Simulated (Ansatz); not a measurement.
**BrH₅O₂Si₂: how energies converge with the basis set**

An exercise on one series of results from a longer session: the logs are not shown, and one member is left open.

Method: one geometry, several basis sets; program: Ansatz 0.2.0, Gaussian basis.

The runs, in order: PBE0-D4/def2-SVP; ωB97M-V/def2-SVP; PBE0-D4/def2-QZVPP; ωB97M-V/def2-QZVPP; the functionals' def2-TZVPP values are taken from earlier runs.

## Structure used throughout

The geometry comes from an earlier relaxation with PBE0-D4 in a triple-zeta def2 set; it is a stationary point, not always the lowest conformer.

SMILES `O[SiH](Br)O[SiH3]`, 10 atoms, charge 0, spin multiplicity 1.

Atoms are counted from 1 here; the program's logs count them from 0.

Bond lengths: O1–Si2 1.623 Å, O1–H6 0.959 Å, Si2–Br3 2.228 Å, Si2–O4 1.616 Å, Si2–H7 1.468 Å, O4–Si5 1.645 Å, Si5–H8 1.484 Å, Si5–H9 1.483 Å, Si5–H10 1.482 Å. Angles: Si2–O1–H6 119.3°, O1–Si2–Br3 109.8°, O1–Si2–O4 112.6°, O1–Si2–H7 106.8°, Br3–Si2–O4 107.5°, Br3–Si2–H7 109.6°, O4–Si2–H7 110.6°, Si2–O4–Si5 145.6°, O4–Si5–H8 109.9°, O4–Si5–H9 110.2°, O4–Si5–H10 107.3°, H8–Si5–H9 109.7°, H8–Si5–H10 109.8°, H9–Si5–H10 110.0°.

The first run:

in.yaml

```yaml
crystal:
  periodic: [false, false, false]
  atoms:
    - {symbol: O, position_ang: [-0.307638, 0.006453, 2.457376]}
    - {symbol: Si, position_ang: [-0.865615, 0.333840, 0.968709]}
    - {symbol: Br, position_ang: [-0.411056, 2.449417, 0.438963]}
    - {symbol: O, position_ang: [-0.196780, -0.604512, -0.163980]}
    - {symbol: Si, position_ang: [0.699084, -0.638268, -1.543278]}
    - {symbol: H, position_ang: [0.591389, 0.249151, 2.685099]}
    - {symbol: H, position_ang: [-2.319730, 0.138789, 1.008653]}
    - {symbol: H, position_ang: [2.067090, -0.131065, -1.269467]}
    - {symbol: H, position_ang: [0.058468, 0.194688, -2.590200]}
    - {symbol: H, position_ang: [0.767885, -2.049692, -1.988874]}
basis:
  gaussian: {orbitals: def2-SVP}
hamiltonian: {xc: pbe0, dispersion: d4}
output: {orbitals: {seedname: orbitals}}
```

Steps of the session up to this table: PBE0-D4 in def2-SVP; ωB97M-V in def2-SVP; PBE0-D4 in def2-QZVPP; ωB97M-V in def2-QZVPP.

One table of the session follows, with a row left open; its other results are not shown here.

It belongs to the step «Functionals by basis». 

```
functional       basis  HOMO (eV)  LUMO (eV)
   PBE0-D4    def2-SVP          ?          ?
   PBE0-D4  def2-TZVPP      -8.60      -0.01
   PBE0-D4  def2-QZVPP      -8.63      -0.19
   ωB97M-V    def2-SVP     -10.71       2.38
   ωB97M-V  def2-TZVPP     -10.87       1.62
   ωB97M-V  def2-QZVPP     -10.89       1.21
```

Estimate the missing values for PBE0-D4, def2-SVP.

The run gave: HOMO (eV): -8.48; LUMO (eV): 0.50. In the column «HOMO (eV)» it is the highest.
